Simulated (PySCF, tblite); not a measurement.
# C₅H₁₀B radical: geometry, infrared bands and EPR parameters

Aim: predict the infrared bands and EPR parameters of C₅H₁₀B radical (`CB(C)[C]1CC1`).

The runs use tblite 0.8.0 and PySCF 2.14.0, with density-fitted response routines of our own; the level of theory stands in each step. All values are computed, except where a source is named. Atoms are numbered from 0 throughout.

**1. The starting structure**

16 atoms, charge 0, multiplicity 2; geometry from: force field or distance geometry start.

Bonds of the start (Å): C0–B1 1.58, B1–C2 1.60, B1–C3 1.58, C3–C4 1.50, C4–C5 1.50, C5–C3 1.52, C0–H6 1.12, C0–H7 1.10, C0–H8 1.10, C2–H9 1.13, C2–H10 1.09, C2–H11 1.11, C4–H12 1.11, C4–H13 1.10, C5–H14 1.10, C5–H15 1.12.

**2. Relaxing the molecule with GFN2-xTB**

Job settings and geometry (Å):

```
{"job": {"kind": "relax", "xc": "GFN2-xTB", "basis": "xTB"}, "charge": 0, "multiplicity": 2}
C     -1.654200     1.333700    -0.145300
B     -0.598300     0.165700    -0.007000
C     -1.205300    -1.308800    -0.050100
C      0.873400     0.519300    -0.446700
C      1.962300    -0.514800    -0.414500
C      1.907700     0.520500     0.665500
H     -2.326500     1.007300    -0.984000
H     -1.147400     2.289900    -0.337800
H     -2.274000     1.307500     0.762200
H     -2.147000    -1.248000     0.573500
H     -0.573800    -2.051500     0.439900
H     -1.525400    -1.591600    -1.073600
H      2.729400    -0.352100    -1.205200
H      1.772000    -1.551100    -0.102000
H      1.519000     0.150100     1.629000
H      2.680700     1.332800     0.684700
```

Launch:

```console
OMP_NUM_THREADS=1 python probes_run.py task.json out
```

This one command runs all jobs of the session in turn.

What it wrote:

```text
step      E/eV     max force
  0    -459.47341    3.269
  1    -459.82176    2.102
  2    -460.06916    1.115
  3    -460.12173    0.677
  4    -460.17635    0.614
  5    -460.21315    0.592
  6    -460.26261    0.758
  7    -460.29713    0.613
  8    -460.32703    0.361
  9    -460.34982    0.401
 10    -460.36986    0.446
 11    -460.38630    0.423
 12    -460.39862    0.271
 13    -460.40853    0.292
 14    -460.41928    0.278
 15    -460.42970    0.263
 16    -460.43807    0.241
 17    -460.44477    0.232
 18    -460.45144    0.247
 19    -460.45919    0.260
 20    -460.46858    0.265
 21    -460.47888    0.282
 22    -460.48917    0.260
 23    -460.49989    0.245
 24    -460.51047    0.250
 25    -460.51867    0.264
 26    -460.52554    0.245
 27    -460.53223    0.234
 28    -460.53927    0.270
 29    -460.54775    0.254
 30    -460.55949    0.318
 31    -460.56909    0.218
 32    -460.57670    0.204
 33    -460.58263    0.288
 34    -460.58711    0.167
 35    -460.59053    0.138
 36    -460.59247    0.100
 37    -460.59394    0.108
 38    -460.59612    0.096
 39    -460.59831    0.094
 40    -460.60015    0.081
 41    -460.60160    0.083
 42    -460.60312    0.092
 43    -460.60508    0.110
 44    -460.60744    0.122
 45    -460.60990    0.133
 46    -460.61247    0.175
 47    -460.61540    0.186
 48    -460.61850    0.161
 49    -460.62118    0.123
 50    -460.62326    0.114
 51    -460.62515    0.097
 52    -460.62718    0.092
 53    -460.62908    0.127
 54    -460.63048    0.083
 55    -460.63159    0.069
 56    -460.63240    0.059
 57    -460.63307    0.050
 58    -460.63374    0.036
 59    -460.63407    0.039
 60    -460.63429    0.046
 61    -460.63454    0.041
 62    -460.63486    0.030
 63    -460.63518    0.031
 64    -460.63544    0.030
 65    -460.63564    0.034
 66    -460.63579    0.028
 67    -460.63593    0.025
 68    -460.63607    0.025
 69    -460.63621    0.031
 70    -460.63633    0.036
 71    -460.63650    0.036
 72    -460.63671    0.030
 73    -460.63696    0.034
 74    -460.63716    0.032
 75    -460.63729    0.028
 76    -460.63739    0.022
 77    -460.63748    0.024
 78    -460.63760    0.031
 79    -460.63773    0.038
 80    -460.63786    0.043
 81    -460.63799    0.034
 82    -460.63811    0.027
 83    -460.63821    0.022
 84    -460.63830    0.022
 85    -460.63838    0.021
 86    -460.63846    0.022
 87    -460.63856    0.026
 88    -460.63867    0.026
 89    -460.63878    0.022
 90    -460.63887    0.022
 91    -460.63896    0.023
 92    -460.63905    0.029
 93    -460.63917    0.032
 94    -460.63935    0.031
 95    -460.63952    0.024
 96    -460.63963    0.020
 97    -460.63968    0.014
 98    -460.63972    0.014
 99    -460.63976    0.013
100    -460.63979    0.014
101    -460.63981    0.010
```

Run time: 0.42 s. Hardware: 1 thread of AMD EPYC 9B14, shared host; peak memory 0.18 GiB.

Step by step: (not every step is listed)

```tsv
step	energy from step 0 (eV)	largest force (eV/Å)
0	0.0000	3.2688
1	-0.3483	2.1023
2	-0.5958	1.1154
3	-0.6483	0.6772
4	-0.7029	0.6135
5	-0.7397	0.5924
6	-0.7892	0.7579
7	-0.8237	0.6134
8	-0.8536	0.3607
16	-0.9647	0.2409
24	-1.0371	0.2502
32	-1.1033	0.2041
40	-1.1267	0.0807
48	-1.1451	0.1607
56	-1.1590	0.0594
64	-1.1620	0.0303
72	-1.1633	0.0303
80	-1.1644	0.0435
88	-1.1653	0.0262
96	-1.1662	0.0204
97	-1.1663	0.0143
98	-1.1663	0.0140
99	-1.1664	0.0128
100	-1.1664	0.0136
101	-1.1664	0.0100
```

Distances of close pairs at the start and the end, largest changes first:

```tsv
bond	before (Å)	after (Å)	change (Å)
B1–C3	1.576	1.489	-0.087
C3–C5	1.519	1.465	-0.054
C2–H9	1.131	1.088	-0.044
C5–H15	1.121	1.083	-0.038
C3–C4	1.502	1.465	-0.037
C0–H6	1.123	1.088	-0.035
C4–H12	1.114	1.083	-0.031
C5–H14	1.103	1.083	-0.020
```

The final coordinates are the input of the step that follows.

**3. Vibrational analysis with GFN2-xTB**

Job settings and geometry (Å):

```
{"job": {"kind": "ir", "xc": "GFN2-xTB", "basis": "xTB"}, "charge": 0, "multiplicity": 2}
C     -1.564282     1.320214     0.033388
B     -0.716154    -0.019610    -0.069938
C     -1.448694    -1.401016    -0.352678
C      0.763846     0.019308     0.088818
C      2.062486    -0.640317    -0.070363
C      1.963267     0.752783     0.500234
H     -2.349412     1.374165    -0.718051
H     -0.961879     2.222120    -0.044320
H     -2.066894     1.354014     1.000488
H     -2.438339    -1.452986     0.095175
H     -0.880543    -2.266867    -0.020779
H     -1.592620    -1.512261    -1.428008
H      2.464698    -0.771287    -1.067306
H      2.313277    -1.460395     0.591908
H      2.151347     0.902842     1.555788
H      2.292296     1.588235    -0.105768
```

What it wrote:

```text
mode    cm-1     km/mol
  1      31.4      1.20
  2      62.9      1.02
  3      66.6      0.13
  4     121.9      0.36
  5     156.9      0.38
  6     255.3      0.03
  7     355.5      0.49
  8     406.8      0.32
  9     579.6      2.12
 10     728.5      1.04
 11     743.9      8.32
 12     793.7      0.36
 13     842.7      2.81
 14     846.0     21.85
 15     863.0    101.86
 16     969.0      4.90
 17     993.8     31.45
 18    1001.5     36.95
 19    1051.7      3.12
 20    1057.1     13.90
 21    1119.4      0.01
 22    1121.2    105.50
 23    1169.1     96.99
 24    1380.0     17.72
 25    1385.3      4.64
 26    1413.2      2.09
 27    1424.5     10.13
 28    1488.7      3.60
 29    1491.0      0.59
 30    1498.6      1.12
 31    1500.9      1.43
 32    1576.3      1.30
 33    2990.1      6.74
 34    2993.0     54.04
 35    3020.5      1.02
 36    3025.3     23.18
 37    3031.7     52.73
 38    3034.7      6.08
 39    3035.1     24.84
 40    3036.6     74.21
 41    3037.7     40.01
 42    3046.2     42.09
```

Run time: 0.32 s. Hardware: 1 thread of AMD EPYC 9B14, shared host; peak memory 0.18 GiB.

The strongest bands and the atoms that carry them (share of the mass-weighted mode):

```tsv
cm⁻¹	km/mol	atoms
863	101.9	B1 19 %, H6 17 %, H9 13 %, H11 12 %
1121	105.5	B1 67 %
1169	97.0	B1 38 %, C5 17 %, C4 17 %
2993	54.0	H8 69 %, H11 20 %
3032	52.7	H10 55 %, H9 24 %
3037	74.2	H13 41 %, H15 31 %
3038	40.0	H12 50 %, H15 19 %, H14 18 %
3046	42.1	H14 61 %, H12 29 %
```

**4. EPR parameters: B3LYP/pcH-1**

Same as in step 3 but for these lines:

```diff
@@ -1,2 +1,2 @@
-{"job": {"kind": "ir", "xc": "GFN2-xTB", "basis": "xTB"}, "charge": 0, "multiplicity": 2}
+{"job": {"kind": "epr", "basis": "pcH-1"}, "charge": 0, "multiplicity": 2}
 C     -1.564282     1.320214     0.033388
```

Method: UKS B3LYP, pcH-1 on B C H, non-relativistic, mean-field spin-orbit, GIAO.

What it wrote:

```text
UKS, coarse grid
  cycle   1  E = -221.27430835  |g| = 3.87e-01
  cycle   2  E = -221.25055871  |g| = 4.45e-01
  cycle   3  E = -221.35719373  |g| = 2.14e-02
  cycle   4  E = -221.35738346  |g| = 1.49e-02
  cycle   5  E = -221.35749511  |g| = 4.47e-03
  cycle   6  E = -221.35750869  |g| = 1.25e-03
  cycle   7  E = -221.35751028  |g| = 4.95e-04
UKS, final grid
  cycle   1  E = -221.35750125  |g| = 4.95e-04
  cycle   2  E = -221.35750124  |g| = 5.24e-04
  cycle   3  E = -221.35750138  |g| = 6.21e-05
  cycle   4  E = -221.35750138  |g| = 2.12e-05
E = -221.35750138 Eh   <S^2> = 0.7529 (exact 0.7500)
g shifts (ppm)      1          2          3
  rmc          -122       -122       -122
  gc             -3         18         25
  oz_so          -7        510        813
  total        -132        406        716
hyperfine (MHz)  atom isotope    a_iso     a_fc   dipolar eigenvalues
    0   13C      -0.90      -0.90     -1.82     -0.67      2.49
    1   11B     -12.87     -12.87    -12.61     -5.59     18.20
    2   13C      -0.72      -0.72     -1.89     -0.69      2.58
    3   13C      53.32      53.32    -66.39    -62.49    128.88
    4   13C     -20.71     -20.71     -3.68      0.27      3.42
    5   13C     -20.69     -20.69     -3.69      0.27      3.42
    6    1H       6.12       6.12     -2.32     -2.02      4.34
    7    1H       1.69       1.69     -3.13     -2.52      5.65
    8    1H      36.93      36.93     -2.83     -1.17      4.00
    9    1H       2.84       2.84     -2.26     -1.88      4.13
   10    1H       4.19       4.19     -3.19     -2.44      5.63
   11    1H      37.58      37.58     -2.98     -1.10      4.08
   12    1H      62.73      62.73     -4.20     -3.76      7.96
   13    1H      82.33      82.33     -4.32     -2.79      7.12
   14    1H      63.00      63.00     -4.21     -3.76      7.97
   15    1H      82.61      82.61     -4.35     -2.78      7.12
```

Run time: 31 s. Hardware: 1 thread of AMD EPYC 9B14, shared host; peak memory 0.98 GiB.

Principal g values 2.00219, 2.00273, 2.00304; g(iso) = 2.00265, against 2.00232 for a free electron.

Hyperfine couplings; where a row names several nuclei, a(iso) is their mean (it holds for fast rotation or exchange) and the dipolar term the largest among them:

```tsv
nuclei	isotope	a(iso) (MHz)	a(iso) (G, at g = 2.0023)	largest dipolar term (MHz)
H12, H13, H14, H15	1H	72.7	25.9	8.0
C3	13C	53.3	19.0	128.9
C4, C5	13C	-20.7	-7.4	-3.7
H6, H7, H8, H9, H10, H11	1H	14.9	5.3	5.7
B1	11B	-12.9	-4.6	18.2
C0, C2	13C	-0.8	-0.3	2.6
```

Mulliken spin populations:

C0 -0.01; B1 0.17; C2 -0.01; C3 0.82; C4 -0.06; C5 -0.06; H6 0.00; H7 0.00; H8 0.01; H9 0.00; H10 0.00; H11 0.01; H12 0.02; H13 0.03; H14 0.02; H15 0.03

In first order the couplings over 0.8 MHz of 1H, 11B give 140 distinct lines over 149.4 G, if the averaged nuclei exchange fast.

The fields below are evaluated on a grid from the run's orbitals.

ELF in a plane through or near 7 of the atoms.

Ten even steps from ' ' (0.00) to '@' (1.00):
```
                                                        
                                                        
                                                        
                            ..::::..                    
                            **####++::..                
            ..::....        **%%%%##++--::..            
          ..--++++==--..    ::++**====**++==--..        
          ::++**++++**++..  ..==++::..******++::        
        ..--++::%%::@@%%****==++@@@@**======--          
        ..==**##==++##----%%++  ..**++..                
        ..==**%%****##..--%%**..::##++....              
        ..==**++::==%%%%****==**@@@@##++**++--..        
        ..++##@@@@##++==..  ..==**::==##%%%%**::        
          ==##@@%%**--..    ==%%@@**--**##**++..        
          ..==++++::      ..@@@@@@@@**--::....          
              ....        ::@@@@@@@@++..                
                            ++####++..                  
                                ..                      
                                                        
                                                        
```
The map spans 10.1 Å across and 9.6 Å up, centred on the molecule. Atoms in the plane (x, y in Å): C0 (1.5, -1.4), B1 (0.7, 0.0), C2 (1.5, 1.4), C3 (-0.8, 0.0), C4 (-2.0, 0.7), C5 (-2.0, -0.7), H7 (0.9, -2.2).

log10 of the density (e/Å³) in the same plane.

Ten even steps from '0' (-4.0) to '9' (1.7):
```
0000000000000000000000000000
0000000000000000000000000000
0000000000000112222211000000
0000001111111223333322100000
0001122332222344554443221000
0001233444333345666554322000
0012345565544455677665432100
0123456676655456778665432100
0123456797766666776654432100
0123456777777767766544322000
0123456777777767766554322000
0123456787766666776655432100
0123456776655456789765432100
0012345665544456777665432100
0002234444333456766554322000
0001122333222345555443221000
0000001111111233443322100000
0000000000000122222211000000
0000000000000000000000000000
0000000000000000000000000000
```
The map spans 10.1 Å across and 9.6 Å up, centred on the molecule. Atoms in the plane (x, y in Å): C0 (1.5, -1.4), B1 (0.7, 0.0), C2 (1.5, 1.4), C3 (-0.8, 0.0), C4 (-2.0, 0.7), C5 (-2.0, -0.7), H7 (0.9, -2.2).

On the surface of density 0.002 e/bohr³ the electrostatic potential runs, from the 1st to the 99th percentile, from -0.38 to 0.80 V.

The spin density lies nearest to C3 62 %; B1 15 %.

**5. Results**

```
                                 quantity                               value
strongest single infrared mode (GFN2-xTB)               1121 cm⁻¹, 106 km/mol
             zero-point energy (GFN2-xTB)                       84.0 kcal/mol
                           g(iso) (B3LYP)                             2.00265
                                     ⟨S²⟩                  0.753 (exact 0.75)
       largest a(iso) (averaged by class)  1H on H12, H13, H14, H15, 72.7 MHz
    surface potential, 1st and 99th percentile                  -0.38 V and 0.80 V
```

What this shows: Relaxing lowered the energy by 1.166 eV in 101 steps; the close pair that moved most is B1–C3, from 1.576 to 1.489 Å. No mode is imaginary among the 42: a minimum at this level. GFN2-xTB is a fitted tight-binding method: band positions and strengths are rough. Its intensities can rank the bands wrongly. Most of the unpaired spin sits on C3 (0.82 e). The isotropic g lies 0.3 ppt above the free-electron value.
